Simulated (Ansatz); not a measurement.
# BH3O2 + H2S: a complex and its separated parts

The complex below is one end of an elementary step. How strongly is it bound against its free parts?

Computed with Ansatz 0.2.0, Gaussian basis. Level: PBE0-D4/def2-TZVP structures, single points in def2-TZVPP, no counterpoise correction.

Levels: SPW92, PBE-D4, BLYP-D4, r2SCAN-D4, B97M-V, PBE0-D4, B3LYP-D4, r2SCAN0-D4, BHLYP-D4, CAM-B3LYP-D4, wB97X-V, wB97M-V, B2PLYP, PBE-QIDH, RPA on PBE, Hartree-Fock, MP2, CCSD, CCSD(T).

Cores are frozen in the correlated methods. B3LYP uses VWN-RPA correlation. B2PLYP carries no dispersion term here.

94 further runs of the same task are left out: 94 set aside as unsound or not needed.

**1. The starting structure**

The complex: 9 atoms, charge 0, spin multiplicity 1.

Atoms are counted from 1 here; the program's logs count them from 0.

Bond lengths: B1–O3 1.358 Å, B1–O4 1.360 Å, B1–H6 1.197 Å, S2–H5 1.341 Å, S2–H7 1.346 Å, O3–H8 0.963 Å, O4–H9 0.959 Å. Angles: O3–B1–O4 118.9°, O3–B1–H6 118.2°, O4–B1–H6 122.9°, H5–S2–H7 92.6°, B1–O3–H8 112.7°, B1–O4–H9 113.4°.

As a file:

```xyz
9

B    -0.0945   -1.2239   -0.1698
S     1.0472    3.0587    0.0172
O    -0.7059   -0.0190   -0.0349
O    -0.8516   -2.3175   -0.4543
H     1.1449    3.0719    1.3546
H     1.0929   -1.2743   -0.0313
H     0.3663    1.8981    0.0177
H    -1.6587   -0.0693   -0.1658
H    -0.3405   -3.1246   -0.5332
```

Its parts: BH3O2 holds atoms 1, 3, 4, 6, 8, 9; H2S holds atoms 2, 5, 7. Each part counts its atoms afresh in its own runs.

**2. Relaxing BH3O2 alone**

The input, relax-a/in.yaml:

```yaml
crystal:
  periodic: [false, false, false]
  atoms:
    - {symbol: B, position_ang: [-0.094505, -1.223949, -0.169832]}
    - {symbol: O, position_ang: [-0.705939, -0.019013, -0.034897]}
    - {symbol: O, position_ang: [-0.851554, -2.317482, -0.454305]}
    - {symbol: H, position_ang: [1.092893, -1.274346, -0.031337]}
    - {symbol: H, position_ang: [-1.658653, -0.069257, -0.165776]}
    - {symbol: H, position_ang: [-0.340527, -3.124644, -0.533185]}
basis:
  gaussian: {orbitals: def2-TZVP}
hamiltonian: {xc: pbe0, dispersion: d4}
relax: {f_tol: 0.005, max_steps: 200}
```

Command:

```sh
ansatz run in.yaml --threads 4 --pin off --events-out ev --progress --plain --max-ram 9574MiB
```

What it wrote, cut to the lines that bear on the results:

```text
Functional definition: PBE0
  name "PBE0"
  cite "Adamo & Barone, J. Chem. Phys. 110, 6158 (1999) doi:10.1063/1.478522"
  cite "Perdew, Burke & Ernzerhof, Phys. Rev. Lett. 77, 3865 (1996) doi:10.1103/PhysRevLett.77.3865"
  parent pbe
[...]
603 factors; their error is unknown
[...]
mean field -4818.65981479 eV, -177.0824819886 hartree, gradient 3.1e-5 eV, S^2 0.000000; 0 other end points of the search recorded, 0 dependent functions left out
[...]
reference -4818.65984003 eV, -177.0824829161 hartree; 12, 12 occupied and 99, 99 virtual orbitals, 603 factors
[...]
reference -4818.66089817 eV, -177.0825218020 hartree; 12, 12 occupied and 99, 99 virtual orbitals, 603 factors
Total energy: -4818.70568300 eV, -177.0841676144 hartree
Atom 0 at    -0.098604    -1.220057    -0.169996 Å, force     0.000917    -0.000128     0.000032 eV/Å
Atom 1 at    -0.704000    -0.017110    -0.035818 Å, force    -0.000124     0.000968     0.000218 eV/Å
Atom 2 at    -0.853121    -2.319209    -0.455999 Å, force     0.000399    -0.000381    -0.000059 eV/Å
Atom 3 at     1.089916    -1.278422    -0.031673 Å, force    -0.000949    -0.000152    -0.000148 eV/Å
Atom 4 at    -1.656518    -0.071358    -0.164289 Å, force    -0.000009    -0.000232    -0.000057 eV/Å
Atom 5 at    -0.335958    -3.122536    -0.531557 Å, force    -0.000233    -0.000076     0.000014 eV/Å
Dipole moment:    -0.062057    -0.313934    -0.062526 e Å
```

Run time: 6.5 s. Hardware: 4 threads of AMD EPYC, shared host.

Relaxation path:

```csv
step,energy from step 1 (eV),largest force component (eV/Å)
1,0.0000,0.2780
2,-0.0008,0.1331
3,-0.0010,0.0364
4,-0.0011,0.0075
5,-0.0011,0.0010
```

Close pairs (by a distance rule), those that changed most:

```csv
bond,before (Å),after (Å),change (Å)
B1–O2,1.358,1.353,-0.005
B1–O3,1.360,1.364,+0.003
B1–H4,1.197,1.198,+0.001
O2–H5,0.963,0.963,-0.000
O3–H6,0.959,0.958,-0.000
```

**3. Relaxing H2S alone**

The input, relax-b/in.yaml:

```yaml
crystal:
  periodic: [false, false, false]
  atoms:
    - {symbol: S, position_ang: [1.047234, 3.058739, 0.017182]}
    - {symbol: H, position_ang: [1.144862, 3.071882, 1.354632]}
    - {symbol: H, position_ang: [0.366291, 1.898069, 0.017719]}
basis:
  gaussian: {orbitals: def2-TZVP}
hamiltonian: {xc: pbe0, dispersion: d4}
relax: {f_tol: 0.005, max_steps: 200}
```

Command:

```sh
ansatz run in.yaml --threads 4 --pin off --events-out ev --progress --plain --max-ram 9574MiB
```

What it wrote, cut to the lines that bear on the results:

```text
[... 5 set-up lines as earlier in the session ...]
[...]
359 factors; their error is unknown
[...]
mean field -10864.45015826 eV, -399.2611791274 hartree, gradient 3.1e-5 eV, S^2 0.000000; 0 other end points of the search recorded, 0 dependent functions left out
[...]
reference -10864.45047973 eV, -399.2611909409 hartree; 9, 9 occupied and 40, 40 virtual orbitals, 359 factors
Total energy: -10864.46265935 eV, -399.2616385338 hartree
Atom 0 at     1.046766     3.058117     0.015647 Å, force    -0.000573    -0.001120     0.001242 eV/Å
Atom 1 at     1.143418     3.069549     1.353503 Å, force     0.000146     0.000345    -0.000832 eV/Å
Atom 2 at     0.368203     1.901023     0.020383 Å, force     0.000427     0.000775    -0.000410 eV/Å
Dipole moment:    -0.075784    -0.149202     0.174849 e Å
```

Run time: 1.3 s. Hardware: 4 threads of AMD EPYC, shared host.

Along the way:

```csv
step,energy from step 1 (eV),largest force component (eV/Å)
1,0.0000,0.1000
2,-0.0003,0.0396
3,-0.0003,0.0012
```

Close pairs (by a distance rule), those that changed most:

```csv
bond,before (Å),after (Å),change (Å)
S1–H3,1.346,1.341,-0.004
S1–H2,1.341,1.341,+0.000
```

**4. SPW92/def2-TZVPP**

The input, parta/in.yaml:

```yaml
crystal:
  periodic: [false, false, false]
  atoms:
    - {symbol: B, position_ang: [-0.098604, -1.220057, -0.169996]}
    - {symbol: O, position_ang: [-0.704000, -0.017110, -0.035818]}
    - {symbol: O, position_ang: [-0.853121, -2.319209, -0.455999]}
    - {symbol: H, position_ang: [1.089916, -1.278422, -0.031673]}
    - {symbol: H, position_ang: [-1.656518, -0.071358, -0.164289]}
    - {symbol: H, position_ang: [-0.335958, -3.122536, -0.531557]}
basis:
  gaussian: {orbitals: def2-TZVPP}
hamiltonian: {xc: lda}
```

The input, partb/in.yaml:

```yaml
crystal:
  periodic: [false, false, false]
  atoms:
    - {symbol: S, position_ang: [1.046766, 3.058117, 0.015647]}
    - {symbol: H, position_ang: [1.143418, 3.069549, 1.353503]}
    - {symbol: H, position_ang: [0.368203, 1.901023, 0.020383]}
basis:
  gaussian: {orbitals: def2-TZVPP}
hamiltonian: {xc: lda}
```

One command serves all of them, each in its own folder.

Command:

```sh
ansatz run in.yaml --threads 4 --pin off --events-out ev --progress --plain --max-ram 9574MiB
```

parta printed, cut to the lines that bear on the results:

```text
Functional definition: SPW92
  name "SPW92"
  cite "Dirac, Proc. Camb. Phil. Soc. 26, 376 (1930) doi:10.1017/S0305004100016108"
  cite "Slater, Phys. Rev. 81, 385 (1951) doi:10.1103/PhysRev.81.385"
  cite "Perdew & Wang, Phys. Rev. B 45, 13244 (1992) doi:10.1103/PhysRevB.45.13244"
[...]
648 factors; their error is unknown
[...]
mean field -4786.76692270 eV, -175.9104398220 hartree, gradient 1.9e-5 eV, S^2 0.000000; 0 other end points of the search recorded, 0 dependent functions left out
reference -4786.76695541 eV, -175.9104410241 hartree; 12, 12 occupied and 123, 123 virtual orbitals, 648 factors
Total energy: -4786.76695541 eV, -175.9104410241 hartree
```

Log of partb, cut to the lines that bear on the results:

```text
[... 5 set-up lines as earlier in the session ...]
[...]
402 factors; their error is unknown
[...]
mean field -10830.30347947 eV, -398.0063118272 hartree, gradient 1.5e-5 eV, S^2 0.000000; 0 other end points of the search recorded, 0 dependent functions left out
reference -10830.30350031 eV, -398.0063125931 hartree; 9, 9 occupied and 61, 61 virtual orbitals, 402 factors
Total energy: -10830.30350031 eV, -398.0063125931 hartree
```

Wall times: 0.6 s (parta), 0.35 s (partb) on 4 threads of AMD EPYC, shared host.

**5. PBE-D4/def2-TZVPP**

The same edit goes into each in.yaml of step 4 (parta, partb):

```diff
-hamiltonian: {xc: lda}
+hamiltonian: {xc: pbe, dispersion: d4}
```

The same command starts each run, in its folder.

Command:

```sh
ansatz run in.yaml --threads 4 --pin off --events-out ev --progress --plain --max-ram 9574MiB
```

Log of parta, cut to the lines that bear on the results:

```text
Functional definition: PBE
  name "PBE"
[... 2 set-up lines as earlier in the session ...]
[...]
648 factors; their error is unknown
[...]
mean field -4818.56430490 eV, -177.0789720647 hartree, gradient 3.2e-5 eV, S^2 0.000000; 0 other end points of the search recorded, 0 dependent functions left out
reference -4818.56434011 eV, -177.0789733588 hartree; 12, 12 occupied and 123, 123 virtual orbitals, 648 factors
Total energy: -4818.61915563 eV, -177.0809877920 hartree
```

Log of partb, cut to the lines that bear on the results:

```text
[... 4 set-up lines as earlier in the session ...]
[...]
402 factors; their error is unknown
[...]
mean field -10863.54271644 eV, -399.2278312556 hartree, gradient 3.3e-5 eV, S^2 0.000000; 0 other end points of the search recorded, 0 dependent functions left out
reference -10863.54273870 eV, -399.2278320733 hartree; 9, 9 occupied and 61, 61 virtual orbitals, 402 factors
Total energy: -10863.55777561 eV, -399.2283846698 hartree
```

Wall times: 0.81 s (parta), 0.35 s (partb) on 4 threads of AMD EPYC, shared host.

**6. BLYP-D4/def2-TZVPP**

The same edit goes into each in.yaml of step 5 (parta, partb):

```diff
-hamiltonian: {xc: pbe, dispersion: d4}
+hamiltonian: {xc: {name: BLYP}, dispersion: d4}
```

One command serves all of them, each in its own folder.

Command:

```sh
ansatz run in.yaml --threads 4 --pin off --events-out ev --progress --plain --max-ram 9574MiB
```

Log of parta, cut to the lines that bear on the results:

```text
Functional definition: BLYP
  name "BLYP"
  cite "Becke, Phys. Rev. A 38, 3098 (1988) doi:10.1103/PhysRevA.38.3098"
  cite "Lee, Yang & Parr, Phys. Rev. B 37, 785 (1988) doi:10.1103/PhysRevB.37.785"
[...]
648 factors; their error is unknown
[...]
mean field -4823.15091843 eV, -177.2475270031 hartree, gradient 2.1e-5 eV, S^2 0.000000; 0 other end points of the search recorded, 0 dependent functions left out
reference -4823.15119774 eV, -177.2475372676 hartree; 12, 12 occupied and 123, 123 virtual orbitals, 648 factors
Total energy: -4823.27926177 eV, -177.2522435338 hartree
```

partb printed, cut to the lines that bear on the results:

```text
[... 4 set-up lines as earlier in the session ...]
[...]
402 factors; their error is unknown
[...]
mean field -10868.21008310 eV, -399.3993538167 hartree, gradient 2.3e-5 eV, S^2 0.000000; 0 other end points of the search recorded, 0 dependent functions left out
reference -10868.21029697 eV, -399.3993616761 hartree; 9, 9 occupied and 61, 61 virtual orbitals, 402 factors
Total energy: -10868.24598938 eV, -399.4006733478 hartree
```

Wall times: 0.91 s (parta), 0.4 s (partb) on 4 threads of AMD EPYC, shared host.

**7. r2SCAN-D4/def2-TZVPP**

The same edit goes into each in.yaml of step 6 (parta, partb):

```diff
-hamiltonian: {xc: {name: BLYP}, dispersion: d4}
+hamiltonian: {xc: r2scan, dispersion: d4}
```

Each run has its own folder and the same command.

Command:

```sh
ansatz run in.yaml --threads 4 --pin off --events-out ev --progress --plain --max-ram 9574MiB
```

parta printed, cut to the lines that bear on the results:

```text
Functional definition: r2SCAN
  name "r2SCAN"
  cite "Furness, Kaplan, Ning, Perdew & Sun, J. Phys. Chem. Lett. 11, 8208 (2020) doi:10.1021/acs.jpclett.0c02405"
  cite "Furness, Kaplan, Ning, Perdew & Sun, J. Phys. Chem. Lett. 11, 9248 (2020) doi:10.1021/acs.jpclett.0c03077"
  parent r2scan
[...]
648 factors; their error is unknown
[...]
mean field -4821.63303389 eV, -177.1917457751 hartree, gradient 3.3e-5 eV, S^2 0.000000; 0 other end points of the search recorded, 0 dependent functions left out
reference -4821.63304407 eV, -177.1917461493 hartree; 12, 12 occupied and 123, 123 virtual orbitals, 648 factors
Total energy: -4821.64583206 eV, -177.1922160994 hartree
```

Output in partb, cut to the lines that bear on the results:

```text
[... 5 set-up lines as earlier in the session ...]
[...]
402 factors; their error is unknown
[...]
mean field -10867.52471017 eV, -399.3741668261 hartree, gradient 2.2e-5 eV, S^2 0.000000; 0 other end points of the search recorded, 0 dependent functions left out
reference -10867.52471687 eV, -399.3741670722 hartree; 9, 9 occupied and 61, 61 virtual orbitals, 402 factors
Total energy: -10867.52806517 eV, -399.3742901200 hartree
```

They took 1.6 s (parta), 0.8 s (partb) on 4 threads of AMD EPYC, shared host.

**8. B97M-V/def2-TZVPP**

The same edit goes into each in.yaml of step 7 (parta, partb):

```diff
-hamiltonian: {xc: r2scan, dispersion: d4}
+hamiltonian: {xc: {name: B97M-V}}
```

The same command starts each run, in its folder.

Command:

```sh
ansatz run in.yaml --threads 4 --pin off --events-out ev --progress --plain --max-ram 9574MiB
```

Output in parta, cut to the lines that bear on the results:

```text
Functional definition: B97M-V
  name "B97M-V"
  cite "Mardirossian & Head-Gordon, J. Chem. Phys. 142, 074111 (2015) doi:10.1063/1.4907719"
  cite "Becke, J. Chem. Phys. 107, 8554 (1997) doi:10.1063/1.475007"
  cite "Vydrov & Van Voorhis, J. Chem. Phys. 133, 244103 (2010) doi:10.1063/1.3521275"
  # Of w^i u^j: cxij and so on, Table III.
[...]
  gx(w, u) = cx00 + cx01*u + cx02*u^2 + (cx10 + cx11*u)*w
[...]
  gos(w, u) = cos00 + cos01*u + cos03*u^3 + cos10*w + cos32*w^3*u^2
[...]
      + integral(e_c_pw_mod_opposite_spin*gos(b97_w_opposite, b97_u_opposite)) + vv10(b, c)
648 factors; their error is unknown
[...]
mean field -4823.12566925 eV, -177.2465991128 hartree, gradient 7.5e-5 eV, S^2 0.000000; 0 other end points of the search recorded, 0 dependent functions left out
reference -4823.12571999 eV, -177.2466009778 hartree; 12, 12 occupied and 123, 123 virtual orbitals, 648 factors
Total energy: -4823.12571999 eV, -177.2466009778 hartree
```

Log of partb, cut to the lines that bear on the results:

```text
[... 5 set-up lines as earlier in the session ...]
  # Of w^i u^j: cxij and so on, Table III.
[...]
  gx(w, u) = cx00 + cx01*u + cx02*u^2 + (cx10 + cx11*u)*w
[...]
  gos(w, u) = cos00 + cos01*u + cos03*u^3 + cos10*w + cos32*w^3*u^2
[...]
      + integral(e_c_pw_mod_opposite_spin*gos(b97_w_opposite, b97_u_opposite)) + vv10(b, c)
402 factors; their error is unknown
[...]
mean field -10865.55700832 eV, -399.3018551167 hartree, gradient 2.2e-5 eV, S^2 0.000000; 0 other end points of the search recorded, 0 dependent functions left out
reference -10865.55704297 eV, -399.3018563901 hartree; 9, 9 occupied and 61, 61 virtual orbitals, 402 factors
Total energy: -10865.55704297 eV, -399.3018563901 hartree
```

Wall times: 2.1 s (parta), 0.86 s (partb) on 4 threads of AMD EPYC, shared host.

**9. PBE0-D4/def2-TZVPP**

Each input of step 8 (parta, partb) changes in the same lines:

```diff
-hamiltonian: {xc: {name: B97M-V}}
+hamiltonian: {xc: pbe0, dispersion: d4}
+output: {orbitals: {seedname: orbitals}}
```

One command serves all of them, each in its own folder.

Command:

```sh
ansatz run in.yaml --threads 4 --pin off --events-out ev --progress --plain --max-ram 9574MiB
```

Output in parta, cut to the lines that bear on the results:

```text
[... 5 set-up lines as earlier in the session ...]
[...]
648 factors; their error is unknown
[...]
mean field -4818.74554530 eV, -177.0856325267 hartree, gradient 8.6e-5 eV, S^2 0.000000; 0 other end points of the search recorded, 0 dependent functions left out
reference -4818.74557076 eV, -177.0856334623 hartree; 12, 12 occupied and 123, 123 virtual orbitals, 648 factors
Total energy: -4818.79035560 eV, -177.0872792748 hartree
```

Log of partb, cut to the lines that bear on the results:

```text
[... 5 set-up lines as earlier in the session ...]
[...]
433 factors; their error is unknown
[...]
mean field -10864.48423206 eV, -399.2624313163 hartree, gradient 4.8e-6 eV, S^2 0.000000; 0 other end points of the search recorded, 0 dependent functions left out
reference -10864.48424868 eV, -399.2624319271 hartree; 9, 9 occupied and 61, 61 virtual orbitals, 433 factors
Total energy: -10864.49642830 eV, -399.2628795200 hartree
```

Times: 0.96 s (parta), 0.4 s (partb) on 4 threads of AMD EPYC, shared host.

**10. B3LYP-D4/def2-TZVPP**

Each input of step 9 (parta, partb) changes in the same lines:

```diff
-hamiltonian: {xc: pbe0, dispersion: d4}
-output: {orbitals: {seedname: orbitals}}
+hamiltonian: {xc: {name: B3LYP}, dispersion: d4}
```

The same command starts each run, in its folder.

Command:

```sh
ansatz run in.yaml --threads 4 --pin off --events-out ev --progress --plain --max-ram 9574MiB
```

Output in parta, cut to the lines that bear on the results:

```text
Functional definition: B3LYP
  name "B3LYP"
  cite "Stephens, Devlin, Chabalowski & Frisch, J. Phys. Chem. 98, 11623 (1994) doi:10.1021/j100096a001"
[... 2 set-up lines as earlier in the session ...]
  cite "Vosko, Wilk & Nusair, Can. J. Phys. 58, 1200 (1980) doi:10.1139/p80-159"
[...]
648 factors; their error is unknown
[...]
mean field -4824.40161366 eV, -177.2934892052 hartree, gradient 1.5e-5 eV, S^2 0.000000; 0 other end points of the search recorded, 0 dependent functions left out
reference -4824.40181912 eV, -177.2934967555 hartree; 12, 12 occupied and 123, 123 virtual orbitals, 648 factors
Total energy: -4824.49017355 eV, -177.2967437210 hartree
```

Output in partb, cut to the lines that bear on the results:

```text
[... 6 set-up lines as earlier in the session ...]
[...]
414 factors; their error is unknown
[...]
mean field -10868.95565712 eV, -399.4267531565 hartree, gradient 4.0e-6 eV, S^2 0.000000; 0 other end points of the search recorded, 0 dependent functions left out
reference -10868.95581485 eV, -399.4267589528 hartree; 9, 9 occupied and 61, 61 virtual orbitals, 414 factors
Total energy: -10868.98025027 eV, -399.4276569379 hartree
```

Times: 1 s (parta), 0.4 s (partb) on 4 threads of AMD EPYC, shared host.

**11. r2SCAN0-D4/def2-TZVPP**

The same edit goes into each in.yaml of step 10 (parta, partb):

```diff
-hamiltonian: {xc: {name: B3LYP}, dispersion: d4}
+hamiltonian: {xc: {name: r2SCAN0}, dispersion: d4}
```

Each run has its own folder and the same command.

Command:

```sh
ansatz run in.yaml --threads 4 --pin off --events-out ev --progress --plain --max-ram 9574MiB
```

Output in parta, cut to the lines that bear on the results:

```text
Functional definition: r2SCAN0
  name "r2SCAN0"
  cite "Bursch, Neugebauer, Ehlert & Grimme, J. Chem. Phys. 156, 134105 (2022) doi:10.1063/5.0086040"
[... 3 set-up lines as earlier in the session ...]
[...]
648 factors; their error is unknown
[...]
mean field -4820.99988586 eV, -177.1684780142 hartree, gradient 3.0e-5 eV, S^2 0.000000; 0 other end points of the search recorded, 0 dependent functions left out
reference -4820.99989379 eV, -177.1684783059 hartree; 12, 12 occupied and 123, 123 virtual orbitals, 648 factors
Total energy: -4821.01451020 eV, -177.1690154488 hartree
```

Output in partb, cut to the lines that bear on the results:

```text
[... 6 set-up lines as earlier in the session ...]
[...]
433 factors; their error is unknown
[...]
mean field -10867.41043607 eV, -399.3699673304 hartree, gradient 1.2e-5 eV, S^2 0.000000; 0 other end points of the search recorded, 0 dependent functions left out
reference -10867.41044142 eV, -399.3699675267 hartree; 9, 9 occupied and 61, 61 virtual orbitals, 433 factors
Total energy: -10867.41429950 eV, -399.3701093087 hartree
```

Wall times: 1.6 s (parta), 0.86 s (partb) on 4 threads of AMD EPYC, shared host.

**12. BHLYP-D4/def2-TZVPP**

Each input of step 11 (parta, partb) changes in the same lines:

```diff
-hamiltonian: {xc: {name: r2SCAN0}, dispersion: d4}
+hamiltonian: {xc: {name: BHLYP}, dispersion: d4}
```

Each run has its own folder and the same command.

Command:

```sh
ansatz run in.yaml --threads 4 --pin off --events-out ev --progress --plain --max-ram 9574MiB
```

parta printed, cut to the lines that bear on the results:

```text
Functional definition: BHLYP
  name "BHLYP"
  cite "Becke, J. Chem. Phys. 98, 1372 (1993) doi:10.1063/1.464304"
[... 2 set-up lines as earlier in the session ...]
[...]
740 factors; their error is unknown
[...]
mean field -4821.87536007 eV, -177.2006510979 hartree, gradient 1.3e-5 eV, S^2 0.000000; 0 other end points of the search recorded, 0 dependent functions left out
reference -4821.87549628 eV, -177.2006561038 hartree; 12, 12 occupied and 123, 123 virtual orbitals, 740 factors
Total energy: -4821.93433623 eV, -177.2028184319 hartree
```

Log of partb, cut to the lines that bear on the results:

```text
[... 5 set-up lines as earlier in the session ...]
[...]
453 factors; their error is unknown
[...]
mean field -10868.25158864 eV, -399.4008791170 hartree, gradient 1.3e-5 eV, S^2 0.000000; 0 other end points of the search recorded, 0 dependent functions left out
reference -10868.25169534 eV, -399.4008830383 hartree; 9, 9 occupied and 61, 61 virtual orbitals, 453 factors
Total energy: -10868.26802263 eV, -399.4014830550 hartree
```

Times: 0.81 s (parta), 0.51 s (partb) on 4 threads of AMD EPYC, shared host.

(Part 1 of 2 ends here.)
